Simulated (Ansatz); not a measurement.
# CH6BFN2: the cost of one run

Program: Ansatz 0.2.0. Level of theory: RKS B3LYP/def2-mTZVP. These are calculated values, not measurements.

**1. The structure to begin with**

Bond lengths: B1–N2 1.802 Å, N2–C3 1.450 Å, B1–N4 1.337 Å, B1–F6 1.315 Å, N2–H7 1.013 Å, C3–H8 1.093 Å, C3–H9 1.095 Å, C3–H10 1.090 Å, N4–H11 1.005 Å. Angles: B1–N2–C3 120.1°, B1–N2–H7 114.1°, C3–N2–H7 111.3°, N2–B1–N4 92.3°, N2–B1–F6 121.8°, N4–B1–F6 145.9°, N2–C3–H8 110.6°, N2–C3–H9 112.1°, N2–C3–H10 108.5°, H8–C3–H9 108.7°, H8–C3–H10 108.6°, H9–C3–H10 108.2°, B1–N4–H11 134.2°.

As a file:

```xyz
11

B    -1.0706    0.8270    0.2768
N     0.6109    0.2064    0.0896
C     0.8979   -1.1977    0.3110
N    -1.1723    1.1001   -1.0277
H     0.0860    0.6307   -1.0739
F    -1.6704    0.8596    1.4471
H     1.3192    0.7972    0.5074
H     1.8763   -1.4604   -0.0999
H     0.8827   -1.4588    1.3738
H     0.1367   -1.7904   -0.1963
H    -1.8966    1.4862   -1.6078
```

**2. A restrained relaxation towards end A**

Springs on the bonds that form and break draw the guess towards this end; the thresholds are loose.

File input.yaml:

```yaml
crystal:
  periodic: [false, false, false]
  atoms:
    - { symbol: B, position_ang: [-1.0706, 0.827, 0.2768] }
    - { symbol: "N", position_ang: [0.6109, 0.2064, 0.0896] }
    - { symbol: C, position_ang: [0.8979, -1.1977, 0.311] }
    - { symbol: "N", position_ang: [-1.1723, 1.1001, -1.0277] }
    - { symbol: H, position_ang: [0.086, 0.6307, -1.0739] }
    - { symbol: F, position_ang: [-1.6704, 0.8596, 1.4471] }
    - { symbol: H, position_ang: [1.3192, 0.7972, 0.5074] }
    - { symbol: H, position_ang: [1.8763, -1.4604, -0.0999] }
    - { symbol: H, position_ang: [0.8827, -1.4588, 1.3738] }
    - { symbol: H, position_ang: [0.1367, -1.7904, -0.1963] }
    - { symbol: H, position_ang: [-1.8966, 1.4862, -1.6078] }
basis:
  gaussian: { orbitals: def2-mTZVP }
hamiltonian:
  xc: b3lyp
relax:
  f_tol: 0.15
  max_steps: 25
  restrain:
    - { distance: [4, 1], at: 2.32, k: 30.0 }
    - { distance: [0, 1], at: 1.55, k: 30.0 }
    - { distance: [4, 3], at: 1.02, k: 30.0 }
```

The run is started by

```console
ansatz run input.yaml --threads 2 --pin off --max-ram 3072MiB --backend cpu --events-out ev --progress --plain --runs-dir out
```

**Question.** How long does this run take on 2 threads of Arm Neoverse V1, shared host, and how much memory does it need?

About 50 s, with a peak of 0.23 GiB.
